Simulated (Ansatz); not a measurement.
# OTi: the cost of one run

Method: def2-TZVPP, core rule «outside noble gas», up to 10 orbitals frozen; program: Ansatz 0.2.0, Gaussian basis.

To be run: UHF; CCSD(T) on ROHF; CCSD(T) on UHF; CCSDT(Q) on ROHF; CCSDT(Q) on UHF.

10 further runs of the same task are left out: 6 for a known fault of the program, 4 set aside as unsound or not needed.

## 1. The geometry

The geometry is a PBE0/def2-TZVP stationary point (not a proven minimum) of the parent state, kept for this charge and spin.

2 atoms, charge 0, spin multiplicity 3.

Atoms are counted from 1 here; the program's logs count them from 0.

Bond lengths: Ti1–O2 1.581 Å.

## 2. UHF

The input, in.yaml:

```yaml
crystal:
  periodic: [false, false, false]
  atoms:
    - {symbol: Ti, position_ang: [0.000000, 0.000000, 0.000000]}
    - {symbol: O, position_ang: [0.000000, 0.000000, 1.581349]}
basis:
  gaussian: {orbitals: def2-TZVPP}
magnetization: {spin_polarized: true, initial_magnetization: 2}
hamiltonian: {xc: hf}
output: {orbitals: {seedname: orbitals}}
```

The run is started by

```console
> ansatz run in.yaml --threads 1 --pin off --events-out ev --progress --plain --max-ram 2816MiB --backend cpu
```

What time and memory should one allow on 1 thread of AMD EPYC 7R13, shared host?

About 6.5 s, with a peak of 0.27 GiB.
